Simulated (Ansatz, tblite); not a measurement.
MgCdSe2: GFN2-xTB, run from Python

These are simulated results from tblite 0.8.0, not measurements. The cell was built from a prototype and was relaxed with r2SCAN in plane waves (Ansatz 0.2.0). It may be hypothetical. All runs are without spin polarisation.

It is trigonal, R-3m (No. 166); a = 3.951 Å, c = 19.353 Å in the conventional setting, 21.81 Å³ an atom. Mg has 6 Se at 2.76 Å; Cd has 6 Se at 2.83 Å; Se has 3 Mg at 2.76 Å and 3 Cd at 2.83 Å.

tblite solves periodic systems at the zone centre alone, so the script builds a cluster of 3×3×1 conventional cells (108 atoms), which folds in a coarse mesh of k points.

The script, run.py:

```python
import json
from ase import Atoms
from ase.build import make_supercell
from ase.units import Bohr, GPa, Hartree
from tblite.interface import Calculator

atoms = Atoms(['Mg', 'Cd', 'Se', 'Se'],
              cell=[[1.975647, 1.14064, 6.451107], [-1.975647, 1.14064, 6.451107], [0.0, -2.281281, 6.451107]],
              scaled_positions=[[1.0, -0.0, -0.0], [0.5, 0.5, 0.5], [0.253336, 0.253336, 0.253336], [0.746664, 0.746664, 0.746664]],
              pbc=True)
cluster = make_supercell(atoms, [[3, -3, 0], [0, 3, -3], [1, 1, 1]])
calc = Calculator('GFN2-xTB', cluster.numbers, cluster.positions / Bohr, lattice=cluster.cell[:] / Bohr, periodic=cluster.pbc)
calc.set('temperature', 0.02 / Hartree)
calc.set('max-iter', 150)
res = calc.singlepoint()
levels = res.get('orbital-energies') * Hartree
nv = round(res.get('orbital-occupations').sum() / 2)
cells = len(cluster) // len(atoms)
out = {'energy_per_cell': res.get('energy') * Hartree / cells, 'homo': levels[nv - 1], 'lumo': levels[nv],
       'stress': (-res.get('virial') * Hartree / cluster.get_volume() / GPa).tolist(), 'charges': res.get('charges')[:len(atoms)].tolist(), 'electrons': 2 * nv / cells}
json.dump(out, open('results.json', 'w'))
for key, value in out.items():
    print(key, value)
```

Command: `python run.py`. It took 16 s on 1 thread of Arm Neoverse V1 (shared host), peak memory 0.19 GiB.

Output:

```
------------------------------------------------------------
  cycle        total energy    energy error   density error
------------------------------------------------------------
      1     -189.9252450049  -1.9029637E+02   4.8273851E-01
      2     -199.8119949962  -9.8867500E+00   5.0113205E-01
      3     -204.1486834104  -4.3366884E+00   3.3426561E-01
      4     -207.9136396609  -3.7649563E+00   1.1416974E-01
      5     -208.2517708964  -3.3813124E-01   6.8589063E-02
      6     -208.2677831520  -1.6012256E-02   6.9953055E-02
      7     -208.2803821642  -1.2599012E-02   3.4241761E-02
      8     -208.3199175252  -3.9535361E-02   2.4195383E-02
      9     -208.3180629912   1.8545339E-03   1.7716131E-02
     10     -208.3307308612  -1.2667870E-02   1.0641972E-02
     11     -208.3364746329  -5.7437716E-03   3.2257125E-03
     12     -208.3369167358  -4.4210291E-04   1.1466591E-03
     13     -208.3370429174  -1.2618162E-04   3.0721789E-04
     14     -208.3370262455   1.6671931E-05   5.4875941E-04
     15     -208.3370174226   8.8228263E-06   6.6326566E-04
     16     -208.3370127660   4.6566540E-06   7.0661091E-04
     17     -208.3369625567   5.0209252E-05   1.0845156E-03
     18     -208.3370034614  -4.0904661E-05   7.7382166E-04
     19     -208.3370437513  -4.0289928E-05   2.0533818E-04
     20     -208.3370468415  -3.0901687E-06   6.5310163E-05
     21     -208.3370472075  -3.6602162E-07   3.7208983E-05
     22     -208.3370472195  -1.2040374E-08   3.1893667E-05
     23     -208.3370472617  -4.2148542E-08   1.0975779E-05
------------------------------------------------------------

 total:                                  15.409 sec
energy_per_cell -209.9681413412876
homo -11.21150266196025
lumo -9.666692231014697
stress [[3.8850049097613897, -1.117043807210005e-05, 2.3037125634173062e-07], [-1.1170438072322554e-05, 3.8849917578213193, 1.2417302231802928e-06], [2.303712565154196e-07, 1.2417302231172105e-06, 3.589741662063742]]
charges [0.6123649119550774, 0.3523226413569439, -0.4823469180445818, -0.48233435963188703]
electrons 16.0
```

The cycle table is in hartree for the whole cluster, and the lines after it are in eV (the energy for one cell). The printed stress is in GPa and positive in compression, and the pressure is its mean diagonal.

GFN2-xTB gives a gap of 1.54 eV. On the same cell, plane-wave PBE (Ansatz, 8×8×8 k points and the special points) gives a gap of 0.62 eV and r2SCAN a gap of 1.16 eV; on shared hosts these took about 12 and 31 core-seconds on the 4-atom cell, against 16 for the script. Semilocal gaps usually lie below measured ones. xTB was fitted to molecules, so gaps, charges and pressures of solids can be far off, and the gap also depends on the size of the cluster.

The same script was run on cells scaled at fixed shape and fractional coordinates:

| volume (Å³/atom) | energy (meV/atom) | pressure (GPa, positive in compression) | gap (eV) |
| --- | --- | --- | --- |
| 19.19 | 118.5 | 11.37 | 1.74 |
| 20.50 | 43.7 | 7.06 | 1.64 |
| 21.81 | 0.0 | 3.79 | 1.54 |
| 23.11 | -20.6 | 1.24 | 1.46 |
| 24.42 | -23.0 | -0.73 | 1.29 |

A Birch-Murnaghan fit puts the minimum at 23.97 Å³/atom, 9.9 % above the given cell, with a bulk modulus of 33.4 GPa at fixed shape.

xTB was fitted mostly to molecules, and a small cluster samples few k points, so gaps, pressures and kinks along a curve can be far from a solid's.

Spin-orbit coupling is left out.
